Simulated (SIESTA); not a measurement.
Runs of SIESTA 5.4.2 on Cd2S. It takes space group P3m1 (No. 156, trigonal). Conventional cell: a = 3.963 Å, b = 3.963 Å, c = 5.809 Å, α = 90.00°, β = 90.00°, γ = 120.00°. Cd (site symmetry 3m) is surrounded by 1 S at 2.52 Å. Cd (site symmetry 3m) is surrounded by 3 S at 2.60 Å. S (site symmetry 3m) is surrounded by 4 Cd at 2.52 to 2.60 Å. The cell comes from a database or a generator and needn't be the stable form of this composition.

```csv
task,level,potentials or basis,broadening (eV),window to (eV),optical mesh offset,pressure (GPa),largest force (eV/Å)
band structure,LDA,"PseudoDojo 0.4 standard (LDA files), DZP (energy shift 0.003 Ry; two zetas on semicore shells)",-,-,-,-5.4,(a)
band structure,PBEsol,"PseudoDojo 0.4 standard (PBEsol files), DZP (energy shift 0.003 Ry; two zetas on semicore shells)",-,-,-,-3.5,0.16
optical spectrum,PBE,"PseudoDojo 0.4 standard (PBE files), DZP (energy shift 0.003 Ry; two zetas on semicore shells)",0.2 eV,40 eV,true,-0.6,0.09
band structure,PBE,"PseudoDojo 0.4 standard (PBE files), DZP (energy shift 0.003 Ry; two zetas on semicore shells)",-,-,-,-0.6,0.09
```

Alike in all rows: no spin polarisation; cell as given; k mesh 8 × 8 × 5; smearing fermi-dirac 0.05 eV; grid cutoff 800 Ry; energy shift 0.003 Ry.

Q: Fill in the values left out.

A: (a) 0.17.

Caveats: the basis of atomic orbitals isn't converged, which shifts pressures, moduli and gaps; the basis holds too few empty states to meet the f-sum rule, so the spectrum is short of weight at high energy (some runs); spectra need much finer meshes, so this one isn't converged (some runs); independent-particle spectra lack excitons (some runs).
